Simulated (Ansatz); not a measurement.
**Ru: response to strain**

Aim: deform Ru (zz strain of -3 %) and compute stress, forces and field gradients with LAPW, PAW and all-electron datasets made for the crystal.

Program: Ansatz 0.2.0. Level of theory: DFT PBEsol, scalar-relativistic. These are calculated values, not measurements.

### Step 1. The starting structure

Symmetry: P6_3/mmc, No. 194, hexagonal system. Conventional cell: a = 2.706 Å, b = 2.706 Å, c = 4.282 Å, α = 90.00°, β = 90.00°, γ = 120.00°. Around Ru (site symmetry -6m2) lie 12 Ru at 2.65 to 2.71 Å.

As a file:

```cif
data_structure
_symmetry_space_group_name_H-M 'P 1'
_symmetry_Int_Tables_number 1
_cell_length_a 2.7058
_cell_length_b 2.7058
_cell_length_c 4.2819
_cell_angle_alpha 90.000
_cell_angle_beta 90.000
_cell_angle_gamma 120.000
_cell_volume 27.15
loop_
_atom_site_label
_atom_site_type_symbol
_atom_site_fract_x
_atom_site_fract_y
_atom_site_fract_z
_atom_site_occupancy
Ru1 Ru 0.33333 0.66667 0.25000 1
Ru2 Ru 0.66667 0.33333 0.75000 1
```

Atoms are numbered in the order of the input: Ru1, Ru2.

### Step 2. After the deformation

Space group P6_3/mmc before, P6_3/mmc after.

### Step 3. Full-potential LAPW

File input.yaml:

```yaml
crystal:
  lattice:
    - [2.7057993342, 0.0, 0.0]
    - [-1.3528996671, 2.343290961, 0.0]
    - [0.0, 0.0, 4.153443]
  atoms:
    - { symbol: Ru, position: [0.3333333333, 0.6666666667, 0.25] }
    - { symbol: Ru, position: [0.6666666667, 0.3333333333, 0.75] }
kpoints:
  mp_grid: { grid: [14, 14, 8] }
  band_path:
    path:
      - [0.0, 0.0, 0.0]
      - [0.5, 0.0, 0.0]
      - [0.3333333333, 0.3333333333, 0.0]
      - [0.0, 0.0, 0.0]
      - [0.0, 0.0, 0.5]
      - [0.5, 0.0, 0.5]
      - [0.3333333333, 0.3333333333, 0.5]
      - [0.0, 0.0, 0.5]
      - [0.5, 0.0, 0.5]
    npoints: 5
scf:
  occupations: { method: fermi_dirac, width: 0.03 }
hamiltonian:
  xc: pbesol
  pseudopotentials: { kind: all_electron, lapw: { basis_error: 0.0005 } }
output:
  forces: true
  stress: true
  eigenvalues: true
```

Command:

```console
$ ansatz run input.yaml --threads 1 --pin off --max-ram 3072MiB --backend cpu --events-out ev --progress --plain --runs-dir out
```

### Step 4. PAW with frozen cores

File input.yaml:

```yaml
crystal:
  lattice:
    - [2.7057993342, 0.0, 0.0]
    - [-1.3528996671, 2.343290961, 0.0]
    - [0.0, 0.0, 4.153443]
  atoms:
    - { symbol: Ru, position: [0.3333333333, 0.6666666667, 0.25] }
    - { symbol: Ru, position: [0.6666666667, 0.3333333333, 0.75] }
kpoints:
  mp_grid: { grid: [14, 14, 8] }
scf:
  occupations: { method: fermi_dirac, width: 0.03 }
hamiltonian:
  xc: pbesol
  pseudopotentials: { kind: paw }
output:
  forces: true
  stress: true
  eigenvalues: true
  efg: { contact_densities: true }
```

### Step 5. All-electron PAW on datasets made for the crystal

input.yaml, as its differences from that of step 4:

```diff
@@ -14,3 +14,3 @@
   xc: pbesol
-  pseudopotentials: { kind: paw }
+  pseudopotentials: { kind: all_electron, datasets: crystal }
 output:
```

(Steps that only read results are left out.)

Q: Predict the outcome of this session. Wanted: pressure; largest shear or deviatoric stress.

The runs gave:

| quantity | value |
| --- | --- |
| pressure | LAPW 4.93, PAW 4.95, crystal datasets 4.93 GPa |
| largest shear or deviatoric stress (LAPW) | 9.59 GPa |

**Reading.** The largest part of the stress beyond the pressure is 9.59 GPa in size, in the zz component; the atoms are carried along and not relaxed. No run of the undeformed cell stands beside it, so the pressure holds what the given cell had before the change. PAW: stress within 0.04 GPa of LAPW. Crystal datasets: stress within 0.01 GPa of LAPW.
